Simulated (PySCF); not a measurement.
# C6H7BN2: electronic excitations

What electronic excitations should C6H7BN2 (`N#C[BH2-][n+]1ccccc1`) show?

The runs use PySCF 2.14.0, with density-fitted response routines of our own; the level of theory stands in each step. All values are computed, except where a source is named. Atoms are numbered from 0 throughout.

## (1) The starting structure

16 atoms, charge 0, multiplicity 1; geometry from: GFN2-xTB.

Bonds of the start (Å): N0–C1 1.15, C1–B2 1.56, B2–N3 1.56, N3–C4 1.33, C4–C5 1.38, C5–C6 1.39, C6–C7 1.39, C7–C8 1.38, C8–N3 1.33, B2–H9 1.19, B2–H10 1.19, C4–H11 1.08, C5–H12 1.08, C6–H13 1.08, C7–H14 1.08, C8–H15 1.08.

## (2) Excited states and response: wB97X-D/def2-SVPD

Job settings and geometry (Å):

```
{"job": {"kind": "uv", "xc": "wB97X-D", "basis": "def2-SVPD", "nstates": 8, "ntriplets": 3}, "charge": 0, "multiplicity": 1}
N     -2.895079    -1.585924     1.428400
C     -2.534128    -0.781758     0.692313
B     -2.018605     0.292502    -0.308269
N     -0.460481     0.206148    -0.194679
C      0.154112    -0.928675    -0.526785
C      1.518040    -1.091916    -0.403410
C      2.282907    -0.038345     0.079859
C      1.635793     1.138724     0.421694
C      0.263886     1.218936     0.270874
H     -2.382047     1.383560     0.000387
H     -2.320079    -0.019973    -1.420054
H     -0.480782    -1.721541    -0.892665
H      1.973748    -2.028842    -0.679565
H      3.351965    -0.134491     0.186861
H      2.183075     1.985768     0.803656
H     -0.279925     2.114771     0.529971
```

With the program's defaults for keys left out, this is: TDDFT wB97X-D/def2-SVPD, vertical, gas phase, core orbitals frozen in the response.

Run with:

```bash
> OMP_NUM_THREADS=1 python probes_run.py task.json out
```

One launch serves the whole session: the jobs run in the order shown.

Predict these results of the whole session: lowest singlet (wB97X-D/def2-SVPD); brightest single state of those computed; lowest triplet.

As calculated:

| quantity | value |
| --- | --- |
| lowest singlet (wB97X-D/def2-SVPD) | 5.20 eV (238 nm), f = 0.025 |
| brightest single state of those computed | state 6, 6.84 eV, f = 0.155 |
| lowest triplet | 4.29 eV |

In words: The lowest singlet, at 5.20 eV, is HOMO→LUMO 0.94 and is weak; of the 8 states computed, the strongest absorption comes from state 6 at 6.84 eV (the last state computed is bright too, and its partners may lie past the list). The lowest triplet lies 0.91 eV below the lowest singlet (triplets in Tamm-Dancoff, singlets in full TDDFT).
